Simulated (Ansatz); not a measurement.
# Sr4O3: the cost of one run

Method: DFT PBE, scalar-relativistic, plane waves, PAW, in Ansatz 0.2.0.

1 further run of the same task is left out (it didn't finish).

## (1) The structure to begin with

It takes space group P-43m (No. 215, cubic). The conventional cell has a = 5.721 Å, b = 5.721 Å, c = 5.721 Å, α = 90.00°, β = 90.00°, γ = 90.00°. Sr (site symmetry 3m) has 3 O at 2.44 Å as nearest neighbours. O (site symmetry -42m) is surrounded by 4 Sr at 2.44 Å.

Structure file:

```cif
data_structure
_symmetry_space_group_name_H-M 'P 1'
_symmetry_Int_Tables_number 1
_cell_length_a 5.7208
_cell_length_b 5.7208
_cell_length_c 5.7208
_cell_angle_alpha 90.000
_cell_angle_beta 90.000
_cell_angle_gamma 90.000
_cell_volume 187.23
loop_
_atom_site_label
_atom_site_type_symbol
_atom_site_fract_x
_atom_site_fract_y
_atom_site_fract_z
_atom_site_occupancy
Sr1 Sr 0.76315 0.76315 0.76315 1
Sr2 Sr 0.23685 0.23685 0.76315 1
Sr3 Sr 0.23685 0.76315 0.23685 1
Sr4 Sr 0.76315 0.23685 0.23685 1
O1 O 0.00000 0.00000 0.50000 1
O2 O 0.50000 0.00000 0.00000 1
O3 O 0.00000 0.50000 0.00000 1
```

The cell was relaxed beforehand at this level, from a database cell with other species swapped in; it needn't be the stable form of this composition. At a tolerance of 0.02 Å it has space group P-43m (No. 215); it has 26.75 Å³/atom, an uncorrected energy of -2.17 eV/atom over the elements.

## (2) Static run: bands, density of states and charges

input.yaml reads:

```yaml
crystal:
  lattice:
    - [5.720781977, 0.0, 0.0]
    - [0.0, 5.720781977, 0.0]
    - [0.0, 0.0, 5.720781977]
  atoms:
    - { symbol: Sr, position: [0.7631522987, 0.7631522987, 0.7631522987] }
    - { symbol: Sr, position: [0.2368477013, 0.2368477013, 0.7631522987] }
    - { symbol: Sr, position: [0.2368477013, 0.7631522987, 0.2368477013] }
    - { symbol: Sr, position: [0.7631522987, 0.2368477013, 0.2368477013] }
    - { symbol: O, position: [0.0, 0.0, 0.5] }
    - { symbol: O, position: [0.5, 0.0, 0.0] }
    - { symbol: O, position: [0.0, 0.5, 0.0] }
basis:
  ecutwfc: 420
kpoints:
  mp_grid: { grid: [6, 6, 6] }
  band_path:
    path:
      - [[0.0, 0.0, 0.0], [0.0, 0.5, 0.0], [0.5, 0.5, 0.0], [0.0, 0.0, 0.0], [0.5, 0.5, 0.5], [0.0, 0.5, 0.0]]
      - [[0.5, 0.5, 0.5], [0.5, 0.5, 0.0]]
    npoints: 14
hamiltonian:
  xc: pbe
scf:
  occupations: { method: gaussian, width: 0.02 }
  n_extra_bands: 17
output:
  forces: true
  stress: true
  eigenvalues: true
  populations: true
  dos: { projected: true, de: 0.02, nscf_kmesh: { grid: [9, 9, 9] } }
  bader: true
  write_density: true
  write_potential: true
  elf: true
  volumetric_format: npy
```

Command:

```bash
> ansatz run input.yaml --threads 1 --pin off --max-ram 2048MiB --backend cpu --events-out ev --progress --plain --runs-dir out
```

What time and memory should one allow on 1 thread of Arm Neoverse V2, shared host?

About 2 min, with a peak of 0.62 GiB.
